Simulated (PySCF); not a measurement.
# C4H4ClFO3: the cost of one run

The runs use PySCF 2.14.0, with density-fitted response routines of our own; the level of theory stands in each step. All values are computed, except where a source is named. Atoms count from 0, in the outputs and in this text.

## (1) The starting structure

13 atoms, charge 0, multiplicity 1; geometry from: GFN2-xTB. The atoms were then displaced at random by about 0.01 Å, so the start is not that level's minimum.

Bonds of the start (Å): O0–C1 1.21, C1–O2 1.34, O2–C3 1.37, C3–C4 1.54, C4–Cl5 1.77, C4–C6 1.53, C6–F7 1.38, C6–O8 1.38, O8–C1 1.35, C3–H9 1.09, C3–H10 1.11, C4–H11 1.11, C6–H12 1.10.

## (2) Geometry optimisation at PBE0-D3(BJ)/def2-SVP

The job: settings as JSON, then the geometry in Å.

```
{"job": {"xc": "PBE0", "basis": "def2-SVP", "d3": "d3bj", "grid": 1, "shake": 0.01, "kind": "geom"}, "charge": 0, "multiplicity": 1}
O      2.982170     0.055950     0.458890
C      1.792090     0.068000     0.231290
O      1.052690     1.183650     0.279460
C     -0.290210     1.217300     0.014580
C     -0.962740    -0.124640     0.376330
Cl    -2.678680    -0.146320    -0.065270
C     -0.156550    -1.175260    -0.383080
F     -0.275630    -0.932360    -1.731840
O      1.172290    -1.108030    -0.015560
H     -0.485240     1.418840    -1.037640
H     -0.735500     2.037740     0.617400
H     -0.874730    -0.319400     1.465510
H     -0.534130    -2.192360    -0.220380
```

Launch:

```
> OMP_NUM_THREADS=1 python probes_run.py task.json out
```

This one command runs all jobs of the session in turn.

Q: Estimate the wall time and peak memory of this first job on 1 thread of Arm Neoverse V2, shared host.

About 87 s, with a peak of 0.61 GiB.
